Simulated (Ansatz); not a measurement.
**CH6BFO2Si: a ladder of functionals and wavefunction methods**

How much do the methods differ for CH6BFO2Si? The plan is to run it at one geometry with functionals of several rungs and with coupled cluster. The yardstick is the atomisation energy at the CCSD(T) limit.

The runs use Ansatz 0.2.0, Gaussian basis; functionals in def2-TZVPP, the program's frozen cores in correlated methods.

Levels to be run: PBE-D4, r2SCAN-D4, PBE0-D4, B3LYP-D4, ωB97X-V, ωB97M-V, B2PLYP; CCSD(T)/def2-TZVPP; MP2/def2-QZVPP; extrapolation to the limit.

## (1) Structure used throughout

All runs share one geometry, relaxed beforehand with PBE0-D4 in a triple-zeta def2 set.

12 atoms, charge 0, spin multiplicity 1.

Atoms are counted from 1 here; the program's logs count them from 0.

Bond lengths: C1–O2 1.410 Å, C1–H7 1.096 Å, C1–H8 1.091 Å, C1–H9 1.096 Å, O2–Si3 1.659 Å, Si3–B4 2.029 Å, Si3–H10 1.493 Å, Si3–H11 1.493 Å, B4–O5 1.347 Å, B4–F6 1.327 Å, O5–H12 0.964 Å. Angles: O2–C1–H7 111.2°, O2–C1–H8 108.5°, O2–C1–H9 111.3°, H7–C1–H8 108.6°, H7–C1–H9 108.6°, H8–C1–H9 108.5°, C1–O2–Si3 123.2°, O2–Si3–B4 100.2°, O2–Si3–H10 110.4°, O2–Si3–H11 110.4°, B4–Si3–H10 114.5°, B4–Si3–H11 114.5°, H10–Si3–H11 106.8°, Si3–B4–O5 118.7°, Si3–B4–F6 124.0°, O5–B4–F6 117.3°, B4–O5–H12 111.3°.

## (2) PBE-D4 (GGA)

in.yaml

```yaml
crystal:
  periodic: [false, false, false]
  atoms:
    - {symbol: C, position_ang: [-0.187131, -2.000770, -0.394617]}
    - {symbol: O, position_ang: [-0.219536, -0.591425, -0.408072]}
    - {symbol: Si, position_ang: [0.451267, 0.344890, 0.785679]}
    - {symbol: B, position_ang: [0.010901, 2.194855, 0.079216]}
    - {symbol: O, position_ang: [-0.659746, 2.300083, -1.084033]}
    - {symbol: F, position_ang: [0.343646, 3.322981, 0.694449]}
    - {symbol: H, position_ang: [0.842811, -2.374515, -0.412350]}
    - {symbol: H, position_ang: [-0.705073, -2.367637, -1.282251]}
    - {symbol: H, position_ang: [-0.689769, -2.401567, 0.492845]}
    - {symbol: H, position_ang: [1.911548, 0.062206, 0.910825]}
    - {symbol: H, position_ang: [-0.164885, 0.023885, 2.106728]}
    - {symbol: H, position_ang: [-0.856933, 1.431914, -1.454520]}
basis:
  gaussian: {orbitals: def2-TZVPP}
hamiltonian: {xc: pbe, dispersion: d4}
output: {forces: true, orbitals: {seedname: orbitals}}
```

Run with:

```sh
$ ansatz run in.yaml --threads 4 --pin off --events-out ev --progress --plain --max-ram 10444MiB
```

Further steps of the session: r2SCAN-D4 (meta-GGA); PBE0-D4 (hybrid); B3LYP-D4 (hybrid); ωB97X-V (range-separated); ωB97M-V (range-separated); B2PLYP (double hybrid); CCSD(T) in def2-TZVPP; MP2 in def2-QZVPP.

Before running them: what should the planned runs give, taken together? Wanted: atomisation energy, CCSD(T)/CBS; farthest; mean size of error, hybrid; mean size of error, range-separated; gap, smallest and largest; T1 diagnostic; triples share of the correlation energy.

The runs gave:

| quantity | value |
| --- | --- |
| atomisation energy, CCSD(T)/CBS | 48.768 eV |
| functionals within 0.244 eV (0.5 %) | r2SCAN-D4, PBE0-D4, B3LYP-D4, ωB97X-V, ωB97M-V |
| farthest | PBE-D4 (+0.785 eV) |
| mean size of error, hybrid | 0.161 eV |
| mean size of error, range-separated | 0.106 eV |
| gap, smallest and largest | 5.46 eV (PBE-D4), 12.49 eV (ωB97X-V) |
| T1 diagnostic | 0.0129 |
| triples share of the correlation energy | 3.4 % |

**Reading.** PBE-D4 is off by +0.785 eV. Double hybrids carry the basis error of their MP2 part in triple zeta, and no dispersion term here, so their miss is partly the set-up's. Misses under about 0.244 eV are within the doubt on the reference itself, which lacks core-valence correlation, relativity and higher excitations. Hartree-Fock recovers 74 % of the binding; the rest is correlation. Orbital gaps span 5.5 to 12.5 eV; exact exchange widens them.
